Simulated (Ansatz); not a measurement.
# CH6Al2O: the cost of one run

The runs use Ansatz 0.2.0, Gaussian basis; the settings change from run to run.

## (1) The molecule

An earlier PBE0-D4 in a triple-zeta def2 set relaxation fixed the geometry.

10 atoms, charge 0, spin multiplicity 1.

Atoms are counted from 1 here; the program's logs count them from 0.

Bond lengths: Al1–C2 1.980 Å, Al1–O3 1.852 Å, Al1–H5 1.582 Å, Al1–H6 1.582 Å, C2–O3 1.524 Å, C2–Al4 2.250 Å, C2–H7 1.092 Å, C2–H8 1.093 Å, O3–Al4 1.752 Å, Al4–H9 1.574 Å, Al4–H10 1.574 Å. Angles: C2–Al1–O3 46.7°, C2–Al1–H5 116.9°, C2–Al1–H6 116.9°, O3–Al1–H5 112.8°, O3–Al1–H6 112.8°, H5–Al1–H6 124.6°, Al1–C2–O3 62.2°, Al1–C2–Al4 113.2°, Al1–C2–H7 120.0°, Al1–C2–H8 119.8°, O3–C2–Al4 51.0°, O3–C2–H7 111.5°, O3–C2–H8 111.5°, Al4–C2–H7 86.9°, Al4–C2–H8 86.6°, H7–C2–H8 117.2°, Al1–O3–C2 71.0°, Al1–O3–Al4 157.5° and more.

## (2) B2GP-PLYP/6-31++G**

This run has charge -1, multiplicity 2, a grid of angular degree 23, relativity set to none.

Input file in.yaml:

```yaml
crystal:
  periodic: [false, false, false]
  atoms:
    - {symbol: Al, position_ang: [-1.013836, 1.500675, 0.197456]}
    - {symbol: C, position_ang: [0.677085, 0.480511, 0.053882]}
    - {symbol: O, position_ang: [-0.631296, -0.296425, -0.037718]}
    - {symbol: Al, position_ang: [0.358867, -1.730063, -0.218264]}
    - {symbol: H, position_ang: [-1.528515, 1.831252, 1.656540]}
    - {symbol: H, position_ang: [-1.548715, 2.190650, -1.121934]}
    - {symbol: H, position_ang: [1.222525, 0.458783, -0.892218]}
    - {symbol: H, position_ang: [1.233466, 0.222395, 0.958002]}
    - {symbol: H, position_ang: [0.652728, -2.180891, -1.697872]}
    - {symbol: H, position_ang: [0.660793, -2.527986, 1.105023]}
basis:
  gaussian: {orbitals: "6-31++G**", final_grid: {core_spheres: 8, valence_spheres: 7, degree: 23}}
total_charge: -1
magnetization: {spin_polarized: true, initial_magnetization: 1}
hamiltonian: {xc: {name: B2GP-PLYP}, pseudopotentials: {relativity: none}}
output: {forces: true}
```

Launch:

```sh
$ ansatz run in.yaml --threads 2 --pin off --events-out ev --progress --plain --max-ram 4352MiB
```

Q: Estimate wall time and peak memory on 2 threads of AMD EPYC 7B13, shared host.

About 11 s, with a peak of 0.46 GiB.
